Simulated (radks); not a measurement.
**Ionising copper step by step, Cu to Cu⁵⁺**

One table from this session's results is given with a row withheld; the runs are named, their logs left out.

Program: radks (a radial shooting solver on a logarithmic mesh, Libxc functionals) version 1. Level of theory: non-relativistic Kohn-Sham, r2SCAN, spin-polarised, spherical densities, point nucleus; open shells are filled with parallel spins first. These are calculated values, not measurements, unless marked.

**What is computed**

```
element             : copper (Z = 29)
charges             : 0 to 5
first configuration : [Ar] 3d10 4s1
last configuration  : [Ar] 3d6
```

Outer shells as boxes (Hund's rule):

Cu
```
[Ar] core
3d [↑↓][↑↓][↑↓][↑↓][↑↓]
4s [↑ ]
```

Cu⁵⁺
```
[Ar] core
3d [↑↓][↑ ][↑ ][↑ ][↑ ]
```

Set-up of the first run:

The run's settings:

```text
Z 29
configuration [Ar] 3d10 4s1
relativity non-relativistic
functional r2scan,r2scan
spin polarised
nucleus point
```

Among the steps run: Cu, [Ar] 3d10 4s1; Cu⁺, [Ar] 3d10; Cu²⁺, [Ar] 3d9; Cu³⁺, [Ar] 3d8; Cu⁴⁺, [Ar] 3d7; Cu⁵⁺, [Ar] 3d6.

One table of the session follows, with a row left open; its other results are not shown here.

| species | Δ-SCF (eV) | −ε(HOMO) (eV) |
| --- | --- | --- |
| Cu | 8.020 | 5.103 |
| Cu⁺ | ? | ? |
| Cu²⁺ | 38.273 | 29.231 |
| Cu³⁺ | 58.041 | 47.758 |
| Cu⁴⁺ | 79.988 | 68.685 |

**Question.** Estimate the row for Cu⁺.

The run gave: Δ-SCF (eV): 21.194; −ε(HOMO) (eV): 13.734. In the column «Δ-SCF (eV)» it lies between Cu (8.020) and Cu²⁺ (38.273).

Minus the highest eigenvalue gives 64 to 86 % of the Δ-SCF value along the ladder. Open shells are spherical and high-spin; term and fine-structure splittings are not resolved.
